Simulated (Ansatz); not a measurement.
# CdAg2: the cost of one run

Program: Ansatz 0.2.0. Level of theory: DFT PBE, scalar-relativistic, plane waves, PAW. These are calculated values, not measurements.

2 further runs of the same task are left out: 1 that didn't finish, 1 set aside as unsound or not needed.

### Step 1. Starting point

Symmetry: Fd-3m, No. 227, cubic system. Conventional cell: a = 8.108 Å, b = 8.108 Å, c = 8.108 Å, α = 90.00°, β = 90.00°, γ = 90.00°. Cd (site symmetry -43m) is surrounded by 12 Ag at 3.36 Å and 4 Cd at 3.51 Å. Ag (site symmetry -3m) is surrounded by 6 Ag at 2.87 Å.

As a file:

```xyz
6
Lattice="0.0000 4.0538 4.0538 4.0538 0.0000 4.0538 4.0538 4.0538 0.0000" Properties=species:S:1:pos:R:3 pbc="T T T"
Cd    4.0538    4.0538    4.0538
Cd    6.0806    6.0806    6.0806
Ag    1.0134    1.0134    1.0134
Ag    1.0134    3.0403    3.0403
Ag    3.0403    3.0403    1.0134
Ag    3.0403    1.0134    3.0403
```

Recipe of the guess: species swapped into a database cell of SrIr2 (Fd-3m, No. 227), with Cd on the Sr sites and Ag on the Ir sites. The dimensions are guesses.

### Step 2. A first look at the guess

Contents of input.yaml:

```yaml
crystal:
  lattice:
    - [0.0, 4.05376241, 4.05376241]
    - [4.05376241, 0.0, 4.05376241]
    - [4.05376241, 4.05376241, 0.0]
  atoms:
    - { symbol: Cd, position: [0.5, 0.5, 0.5] }
    - { symbol: Cd, position: [0.75, 0.75, 0.75] }
    - { symbol: Ag, position: [0.125, 0.125, 0.125] }
    - { symbol: Ag, position: [0.625, 0.125, 0.125] }
    - { symbol: Ag, position: [0.125, 0.125, 0.625] }
    - { symbol: Ag, position: [0.125, 0.625, 0.125] }
basis:
  ecutwfc: 420
kpoints:
  mp_grid: { grid: [4, 4, 4] }
hamiltonian:
  xc: pbe
scf:
  occupations: { method: gaussian, width: 0.1 }
  lower_state_search: "off"
output:
  forces: true
  stress: true
  eigenvalues: true
```

Started as:

```sh
$ ansatz run input.yaml --threads 1 --pin off --max-ram 2048MiB --backend cpu --events-out ev --progress --plain --runs-dir out
```

What time and memory should one allow on 1 thread of Arm Neoverse V1, shared host?

About 4 s, with a peak of 0.4 GiB.
